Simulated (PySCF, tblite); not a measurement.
# C₅H₁₁PSi: geometry, infrared bands and NMR shifts

What infrared bands and NMR shifts should C₅H₁₁PSi (`CC#C[Si](C)(C)P`) show?

Programs: tblite 0.8.0 and PySCF 2.14.0, with density-fitted response routines of our own. Each step states its level of theory. These are calculated values for one molecule in the gas phase, unless marked as measured. Atoms are numbered from 0 throughout.

**1. The molecule as given**

18 atoms, charge 0, multiplicity 1; geometry from: force field or distance geometry start.

Bonds of the start (Å): C0–C1 1.48, C1–C2 1.19, C2–Si3 1.89, Si3–C4 1.85, Si3–C5 1.86, Si3–P6 2.23, C0–H7 1.10, C0–H8 1.09, C0–H9 1.09, C4–H10 1.09, C4–H11 1.10, C4–H12 1.10, C5–H13 1.10, C5–H14 1.09, C5–H15 1.10, P6–H16 1.41, P6–H17 1.41.

**2. Relaxing the molecule with GFN2-xTB**

Job settings and geometry (Å):

```
{"job": {"kind": "relax", "xc": "GFN2-xTB", "basis": "xTB"}, "charge": 0, "multiplicity": 1}
C      3.525900    -0.360300    -0.340500
C      2.062800    -0.210000    -0.209000
C      0.887200    -0.098800    -0.081300
Si    -0.982300     0.106400     0.084000
C     -1.901900    -0.971100    -1.106500
C     -1.544900    -0.204900     1.833000
P     -1.419700     2.239600    -0.412000
H      3.979700     0.593600    -0.641200
H      3.767500    -1.115300    -1.091800
H      3.967300    -0.664100     0.612200
H     -1.712000    -2.031400    -0.922700
H     -1.601800    -0.762200    -2.142800
H     -2.986300    -0.808100    -1.032400
H     -1.020500     0.455500     2.537600
H     -2.619200    -0.026400     1.944800
H     -1.337500    -1.235100     2.149300
H     -0.657800     2.294100    -1.595600
H     -0.415200     2.804700     0.403100
```

Launch:

```console
OMP_NUM_THREADS=1 python probes_run.py task.json out
```

This one command runs all jobs of the session in turn.

**Question.** This job is followed by: GFN2-xTB harmonic vibrations, gas phase; GIAO PBE0/pcSseg-1 NMR shielding, non-relativistic, gas phase. What will the session give for the following? strongest single infrared mode (GFN2-xTB); zero-point energy (GFN2-xTB); 13C shifts against TMS (PBE0/pcSseg-1, means over atoms taken as alike); 1H shifts against TMS (PBE0/pcSseg-1, means over atoms taken as alike); 29Si shifts against TMS (PBE0/pcSseg-1); 31P shifts against H3PO4 (PBE0/pcSseg-1).

The runs gave:

| quantity | value |
| --- | --- |
| strongest single infrared mode (GFN2-xTB) | 2296 cm⁻¹, 196 km/mol |
| zero-point energy (GFN2-xTB) | 86.5 kcal/mol |
| 13C shifts against TMS (PBE0/pcSseg-1, means over atoms taken as alike) | 113.9, 89.5, 6.0, 2.1 ppm |
| 1H shifts against TMS (PBE0/pcSseg-1, means over atoms taken as alike) | 2.05, 1.19, 0.27 ppm |
| 29Si shifts against TMS (PBE0/pcSseg-1) | -19.8 ppm |
| 31P shifts against H3PO4 (PBE0/pcSseg-1) | -273.3 ppm |

The optimisation took 61 steps and gained 0.163 eV; among the close pairs (by a distance rule), Si3–C4 changed most, from 1.850 to 1.908 Å. The lowest mode is slightly imaginary (19i cm⁻¹), a soft motion within the noise of the Hessian, so the minimum is not strictly shown. The strongest single mode, at 2296 cm⁻¹, moves mainly H17 and H16. GFN2-xTB is a fitted tight-binding method: band positions and strengths are rough. Its intensities can rank the bands wrongly.
